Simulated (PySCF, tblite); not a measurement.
# C3H6F2OS2: dynamics, then NMR shifts on frames, part 2 of 2

tblite 0.8.0 and PySCF 2.14.0. Atoms count from 0. Earlier steps stand in the parts before.

### Step 5. Nuclear shieldings: 625 fs, PBE0/pcSseg-1

Job settings and geometry (Å):

```
{"job": {"kind": "nmr", "xc": "PBE0", "basis": "pcSseg-1", "pop": false}, "charge": 0, "multiplicity": 1}
C      2.241200     0.670800     0.040700
S      2.582900    -0.827400     0.814600
S      1.448600    -2.120800    -0.341600
C     -0.256200    -1.607000     0.193600
O     -0.535900    -0.271100     0.059000
C     -1.614100     0.222400     0.658800
F     -2.549400     0.629100    -0.337000
F     -1.323300     1.301300     1.418300
H      1.618900     0.499100    -0.829700
H      3.194100     1.156300    -0.050400
H      1.568900     1.328100     0.723900
H     -0.177200    -1.903700     1.275700
H     -0.948000    -2.244400    -0.306100
H     -1.985900    -0.605000     1.348500
```

Method: GIAO PBE0/pcSseg-1 NMR shielding, non-relativistic, gas phase.

Output:

```text
coarse grid: 13488 points
cycle   1  E = -1188.2255222976  dE =  1.157e+00  |g| = 8.643e-01  |ddm| = 3.405e+00
cycle   2  E = -1188.1018712198  dE =  1.237e-01  |g| = 1.261e+00  |ddm| = 1.106e+00
cycle   3  E = -1188.3556842903  dE = -2.538e-01  |g| = 6.253e-02  |ddm| = 6.413e-01
cycle   4  E = -1188.3560539776  dE = -3.697e-04  |g| = 4.403e-02  |ddm| = 6.036e-02
cycle   5  E = -1188.3563404101  dE = -2.864e-04  |g| = 8.395e-03  |ddm| = 2.600e-02
cycle   6  E = -1188.3563526162  dE = -1.221e-05  |g| = 2.196e-03  |ddm| = 8.881e-03
cycle   7  E = -1188.3563536744  dE = -1.058e-06  |g| = 6.387e-04  |ddm| = 2.725e-03
final grid: 123768 points
cycle   8  E = -1188.4313119680  dE = -3.982e-05  |g| = 1.090e-02  |ddm| = 2.547e-02
cycle   9  E = -1188.4312944673  dE =  1.750e-05  |g| = 1.457e-02  |ddm| = 1.619e-02
cycle  10  E = -1188.4313345413  dE = -4.007e-05  |g| = 6.389e-04  |ddm| = 9.438e-03
cycle  11  E = -1188.4313346141  dE = -7.276e-08  |g| = 2.103e-04  |ddm| = 7.395e-04
cycle  12  E = -1188.4313346217  dE = -7.571e-09  |g| = 8.284e-05  |ddm| = 1.973e-04
cycle  13  E = -1188.4313346230  dE = -1.337e-09  |g| = 1.934e-05  |ddm| = 7.124e-05
cycle  14  E = -1188.4313346231  dE = -6.548e-11  |g| = 6.400e-06  |ddm| = 1.719e-05
converged SCF energy = -1188.4313346231

GIAO shielding tensors (ppm)
atom      isotropic    diamagn.    paramagn.     s11        s22        s33       span
  0 C      156.005     252.318     -96.313    121.825    161.102    185.089     63.264
  1 S      482.855    1055.248    -572.394    338.157    342.264    768.143    429.985
  2 S      280.622    1053.958    -773.336    105.021    275.744    461.101    356.080
  3 C      103.618     242.471    -138.852     67.879    113.291    129.684     61.805
  4 O      220.485     404.851    -184.365    137.543    220.884    303.028    165.485
  5 C       53.039     236.086    -183.047     32.477     55.803     70.837     38.360
  6 F      232.276     471.756    -239.480    114.733    211.227    370.869    256.136
  7 F      258.593     472.396    -213.803    161.432    277.938    336.410    174.978
  8 H       28.683      30.158      -1.475     24.882     29.077     32.091      7.209
  9 H       28.722      29.073      -0.351     22.274     26.550     37.343     15.069
 10 H       26.982      30.003      -3.021     21.997     25.842     33.107     11.109
 11 H       25.860      28.205      -2.345     18.929     27.954     30.697     11.769
 12 H       27.341      28.611      -1.270     21.494     28.068     32.460     10.966
 13 H       24.835      25.735      -0.900     22.088     24.499     27.917      5.829
```

Wall time 27 s (1 thread of Arm Neoverse V1, shared host); peak memory 0.86 GiB.

This run: δ C5 133.9, C3 83.3, C0 30.9, S2 223, H13 6.88, H11 5.86 ppm.

### Step 6. Nuclear shieldings: 800 fs, PBE0/pcSseg-1

Job settings and geometry (Å):

```
{"job": {"kind": "nmr", "xc": "PBE0", "basis": "pcSseg-1", "pop": false}, "charge": 0, "multiplicity": 1}
C      2.801100     0.736600     0.380800
S      3.051500    -1.065000     0.790300
S      1.534800    -2.027000    -0.185700
C     -0.140600    -1.663300     0.598900
O     -0.650300    -0.430800     0.095300
C     -1.423200     0.417600     0.821800
F     -2.618100     0.815100     0.233000
F     -0.879300     1.619800     1.013600
H      2.558600     1.193100     1.310600
H      1.844900     0.749600    -0.230000
H      3.691000     1.231300    -0.081500
H     -0.159100    -1.761300     1.681700
H     -0.903700    -2.393400     0.071400
H     -1.685100     0.003100     1.767700
```

Level: GIAO PBE0/pcSseg-1 NMR shielding, non-relativistic, gas phase.

Output:

```text
coarse grid: 13488 points
cycle   1  E = -1188.2254208501  dE =  9.377e-01  |g| = 8.674e-01  |ddm| = 3.357e+00
cycle   2  E = -1188.1072950942  dE =  1.181e-01  |g| = 1.243e+00  |ddm| = 1.109e+00
cycle   3  E = -1188.3555332237  dE = -2.482e-01  |g| = 4.849e-02  |ddm| = 6.424e-01
cycle   4  E = -1188.3558517934  dE = -3.186e-04  |g| = 2.839e-02  |ddm| = 5.413e-02
cycle   5  E = -1188.3559812218  dE = -1.294e-04  |g| = 8.653e-03  |ddm| = 2.435e-02
cycle   6  E = -1188.3559941451  dE = -1.292e-05  |g| = 1.597e-03  |ddm| = 8.349e-03
cycle   7  E = -1188.3559947000  dE = -5.550e-07  |g| = 4.747e-04  |ddm| = 2.142e-03
final grid: 123768 points
cycle   8  E = -1188.4308175810  dE = -3.474e-05  |g| = 1.147e-02  |ddm| = 2.406e-02
cycle   9  E = -1188.4307923182  dE =  2.526e-05  |g| = 1.611e-02  |ddm| = 1.750e-02
cycle  10  E = -1188.4308432263  dE = -5.091e-05  |g| = 7.617e-04  |ddm| = 1.062e-02
cycle  11  E = -1188.4308433387  dE = -1.124e-07  |g| = 2.821e-04  |ddm| = 8.201e-04
cycle  12  E = -1188.4308433515  dE = -1.282e-08  |g| = 9.786e-05  |ddm| = 2.154e-04
cycle  13  E = -1188.4308433532  dE = -1.639e-09  |g| = 2.043e-05  |ddm| = 7.962e-05
cycle  14  E = -1188.4308433532  dE = -6.480e-11  |g| = 7.123e-06  |ddm| = 1.744e-05
converged SCF energy = -1188.4308433532

GIAO shielding tensors (ppm)
atom      isotropic    diamagn.    paramagn.     s11        s22        s33       span
  0 C      148.553     255.875    -107.322    108.062    150.295    187.303     79.241
  1 S      439.244    1054.040    -614.795    252.252    409.276    656.204    403.952
  2 S      283.911    1052.900    -768.989    211.160    255.915    384.658    173.499
  3 C       87.178     243.970    -156.792     43.623     99.028    118.883     75.260
  4 O      200.338     404.246    -203.908    125.428    182.836    292.750    167.323
  5 C       59.455     230.804    -171.349     32.747     70.663     74.956     42.209
  6 F      244.614     470.902    -226.288    121.404    256.576    355.862    234.458
  7 F      259.902     473.707    -213.805    163.790    287.461    328.454    164.664
  8 H       28.910      32.483      -3.574     25.103     26.691     34.935      9.832
  9 H       27.824      30.539      -2.715     22.416     28.482     32.573     10.157
 10 H       27.971      28.357      -0.387     23.463     25.250     35.199     11.736
 11 H       26.536      28.202      -1.666     21.264     28.110     30.234      8.970
 12 H       24.196      25.542      -1.346     17.932     25.367     29.289     11.357
 13 H       26.239      27.846      -1.607     23.637     25.923     29.156      5.519
```

It took 23 s on 1 thread of Arm Neoverse V1, shared host; peak memory 0.86 GiB.

This run: δ C5 127.5, C3 99.7, C0 38.4, S2 220, H12 7.52, H13 5.48 ppm.

### Step 7. Nuclear shieldings: 1000 fs, PBE0/pcSseg-1

Job settings and geometry (Å):

```
{"job": {"kind": "nmr", "xc": "PBE0", "basis": "pcSseg-1", "pop": false}, "charge": 0, "multiplicity": 1}
C      2.799800     0.880700     0.309700
S      2.969000    -0.901500     0.748200
S      1.600000    -2.099300    -0.113400
C      0.096200    -1.543700     0.712800
O     -0.599200    -0.514300     0.060100
C     -1.472000     0.134400     0.978500
F     -2.551100     0.490100     0.287400
F     -0.958900     1.222000     1.566900
H      3.526500     1.397600     0.890600
H      1.771500     1.065200     0.770900
H      2.824000     0.992900    -0.802800
H      0.434100    -1.160800     1.578400
H     -0.601700    -2.366100     0.932400
H     -1.614100    -0.553600     1.807800
```

Method: GIAO PBE0/pcSseg-1 NMR shielding, non-relativistic, gas phase.

Output:

```text
coarse grid: 13488 points
cycle   1  E = -1188.2294631336  dE =  1.168e+00  |g| = 8.521e-01  |ddm| = 3.434e+00
cycle   2  E = -1188.1102062414  dE =  1.193e-01  |g| = 1.231e+00  |ddm| = 1.099e+00
cycle   3  E = -1188.3544858051  dE = -2.443e-01  |g| = 5.951e-02  |ddm| = 6.449e-01
cycle   4  E = -1188.3548697721  dE = -3.840e-04  |g| = 4.269e-02  |ddm| = 7.974e-02
cycle   5  E = -1188.3551789232  dE = -3.092e-04  |g| = 9.352e-03  |ddm| = 3.365e-02
cycle   6  E = -1188.3551929876  dE = -1.406e-05  |g| = 1.719e-03  |ddm| = 7.748e-03
cycle   7  E = -1188.3551936351  dE = -6.475e-07  |g| = 3.005e-04  |ddm| = 2.163e-03
final grid: 123768 points
cycle   8  E = -1188.4303237328  dE = -3.354e-05  |g| = 1.241e-02  |ddm| = 2.684e-02
cycle   9  E = -1188.4302935228  dE =  3.021e-05  |g| = 1.765e-02  |ddm| = 1.904e-02
cycle  10  E = -1188.4303531081  dE = -5.959e-05  |g| = 9.120e-04  |ddm| = 1.161e-02
cycle  11  E = -1188.4303532538  dE = -1.457e-07  |g| = 3.268e-04  |ddm| = 9.683e-04
cycle  12  E = -1188.4303532725  dE = -1.871e-08  |g| = 9.405e-05  |ddm| = 3.131e-04
cycle  13  E = -1188.4303532743  dE = -1.764e-09  |g| = 1.545e-05  |ddm| = 9.508e-05
cycle  14  E = -1188.4303532743  dE = -4.638e-11  |g| = 3.715e-06  |ddm| = 1.879e-05
converged SCF energy = -1188.4303532743

GIAO shielding tensors (ppm)
atom      isotropic    diamagn.    paramagn.     s11        s22        s33       span
  0 C      156.876     256.772     -99.896    129.811    162.274    178.543     48.732
  1 S      428.057    1053.691    -625.634    251.512    372.357    660.303    408.791
  2 S      435.208    1053.394    -618.186    325.190    379.295    601.139    275.948
  3 C       99.711     246.409    -146.697     59.477    106.674    132.983     73.507
  4 O      202.869     401.938    -199.069    101.854    173.971    332.782    230.928
  5 C       56.728     234.125    -177.397     35.805     56.428     77.952     42.147
  6 F      276.486     469.986    -193.500    201.859    295.587    332.012    130.153
  7 F      283.096     473.036    -189.940    194.227    302.351    352.712    158.485
  8 H       30.048      30.061      -0.014     25.650     26.735     37.758     12.108
  9 H       26.942      31.715      -4.772     19.679     27.995     33.153     13.474
 10 H       28.004      29.589      -1.585     24.184     25.811     34.016      9.832
 11 H       29.423      32.976      -3.554     24.224     30.547     33.498      9.274
 12 H       26.407      28.293      -1.885     20.527     28.038     30.657     10.130
 13 H       25.872      27.318      -1.446     23.386     25.705     28.524      5.138
```

It took 27 s on 1 thread of Arm Neoverse V1, shared host; peak memory 0.86 GiB.

In short: δ C5 130.2, C3 87.2, C0 30.0, S1 76, H13 5.85, H12 5.31 ppm.

### Step 8. Comparing the runs: NMR shifts

Shifts (ppm) of some atoms, chosen among heavy atoms and hydrogens apart, with basis size and wall time:

```
  frame   H11    H9   S2   S1     O4      F7      F6  functions  time
 250 fs  5.63  0.80  142   -1  148.8   -68.1   -84.8        180  27 s
 425 fs  3.74  0.77   94  -42  101.0   -88.1   -87.1        180  28 s
 625 fs  5.86  2.99  223   21  115.6   -87.6   -61.3        180  27 s
 800 fs  5.18  3.89  220   64  135.7   -89.0   -73.7        180  23 s
1000 fs  2.29  4.77   69   76  133.2  -112.2  -105.5        180  27 s
```

### Step 9. Outcome

The summary covers parts 1 to 2.

| quantity | value |
| --- | --- |
| thermostat | 400 K |
| mean temperature, second half | 387 K |
| mean potential energy above the minimum | 0.70 eV |
| ¹³C shifts against TMS (PBE0/pcSseg-1, 250 fs) | 132.1, 83.1, 31.5 ppm |
| ¹H shifts against TMS (PBE0/pcSseg-1, 250 fs) | 7.03, 5.63, 5.09, 3.11, 1.93, 0.80 ppm |
| ³³S shifts against CS2 (PBE0/pcSseg-1, 250 fs) | 142, -1 ppm |
| ¹⁷O shifts against H2O (PBE0/pcSseg-1, 250 fs) | 148.8 ppm |
| ¹⁹F shifts against CFCl3 (PBE0/pcSseg-1, 250 fs) | -68.1, -84.8 ppm |
| range of the shift of S2 | 69 to 223 ppm |

**Reading.** In the second half the potential energy averages 0.70 eV above the minimum; equipartition over 36 harmonic modes at 400 K would give 0.62 eV. With 14 atoms the temperature swings widely (212 to 556 K). Shifts at one fixed geometry are not the observed spectrum, which averages over the motion. Across the 5 runs the shift of S2 moves most, between 69 (1000 fs) and 223 ppm (625 fs).
